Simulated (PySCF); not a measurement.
# The bond of SnO+, level by level

An exercise on one series of results from a longer session: the logs are not shown, and one member is left open.

Method: Sn aug-cc-pVDZ-PP with ECP28, O aug-cc-pVDZ, scalar-relativistic core potentials; program: PySCF 2.14.0.

Set-up of the first run:

The job is set up so:

```json
{
 "atoms": "Sn, O",
 "charge": "1",
 "basis": "Sn aug-cc-pVDZ-PP with ECP28, O aug-cc-pVDZ",
 "Hamiltonian": "scalar-relativistic core potentials",
 "basis functions": "55",
 "electrons treated": "29",
 "masses in u": "119.9022, 15.9949",
 "levels": "PBE0, PBE, r²SCAN, PBEsol, B97-3, TPSSh, HF, MP2, SCS-MP2, CCSD, CCSD(T)",
 "grid": "80 radial by 434 angular points",
 "occupations": "held fixed by the projection of orbital angular momentum",
 "dissociation limit": "Sn+ + O, each in its ground configuration",
 "starting distance in angstrom": "2.050",
 "values of 2S to try": "1, 3"
}
```

Launch:

```sh
> OMP_NUM_THREADS=1 python dia.py task.json out
```

Among the steps run: The job; First curve: PBE0; Other states along the same grid; PBE; r²SCAN (meta-GGA); PBEsol; B97-3; TPSSh; UHF; Correlated methods on the Hartree–Fock reference.

One table of the session follows, with a row left open; its other results are not shown here.

```
      level  Re (Å)  ωe (cm⁻¹)  De (eV)
        UHF   1.974        678     1.22
   UHF-CCSD   2.003        636     2.78
UHF-CCSD(T)   2.012        619     2.94
        PBE   2.033        591     3.58
     PBEsol   2.019        605     3.78
     r²SCAN   2.007        623     3.37
      TPSSh   2.013        619     3.21
       PBE0   2.002        632     3.13
      B97-3       ?          ?        ?
```

**Question.** Estimate the row for B97-3.

As computed: Re (Å): 2.010; ωe (cm⁻¹): 623; De (eV): 3.16. In the column «Re (Å)» it lies between r²SCAN (2.007) and UHF-CCSD(T) (2.012).

De is counted to Sn+ + O in their ground configurations. A positive dipole points from Sn to O; in an ion it is taken about the centre of mass and does not tell which atom is negative. No constants: UHF-MP2 (the points don't follow one smooth fit); UHF-SCS-MP2 (the points don't follow one smooth fit).

Time per point (s) on 1 thread of Intel Xeon Platinum 8259CL at 2.50GHz, shared host (CPU time, shared integrals of 0.24 s apart; correlated levels include their reference; CCSD comes with the CCSD(T) run); the times are rough: UHF 0.22, UHF-CCSD(T) 11, PBE 0.84, PBEsol 0.66, r²SCAN 0.8, TPSSh 1, PBE0 1.1, B97-3 0.54.

Caveats from the session: Lowest PBE0 solution found, without spin–orbit coupling: ²Π (doublet), unpaired electrons π ↑. T1 is 0.020 near the minimum (highest on the curve 0.056), which may point to more than one leading configuration. Warnings in the runs' records: inverted.
